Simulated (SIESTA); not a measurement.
The system is Mg3Te.

```
Te Mg
1.0
    -2.13936    2.13936    5.28249
     2.13936   -2.13936    5.28249
     2.13936    2.13936   -5.28249
Te Mg
1 3
Direct
  0.00000 0.00000 0.00000
  0.25000 0.75000 0.50000
  0.75000 0.25000 0.50000
  0.50000 0.50000 0.00000
```

The cell comes from a database or a generator and needn't be the stable form of this composition.

Base run:

| Item | Value |
| --- | --- |
| Program | SIESTA 5.4.2 |
| Functional | LDA |
| Potentials or basis | PseudoDojo 0.4 standard (LDA files) |
| Basis | DZP (energy shift 0.003 Ry; two zetas on semicore shells) |
| Grid cutoff | 800 Ry |
| Energy shift | 0.003 Ry |
| k mesh | 9 × 9 × 9 |
| Occupations | fermi-dirac, width 0.05 eV |
| Spin | no spin polarisation |

Its results: band gap on the k mesh none (metal or under the smearing width); pressure -1.1 GPa.

**Question.** The run is repeated on the same cell with these changes: functional from LDA to PBEsol; potentials or basis from PseudoDojo 0.4 standard (LDA files) to PseudoDojo 0.4 standard (PBEsol files). What comes out?

**Answer.** Band gap on the k mesh none (metal or under the smearing width); pressure 0.1 GPa.

Caveats: spin-orbit coupling is left out, which moves the levels of the heavy elements; the basis of atomic orbitals isn't converged, which shifts pressures, moduli and gaps.
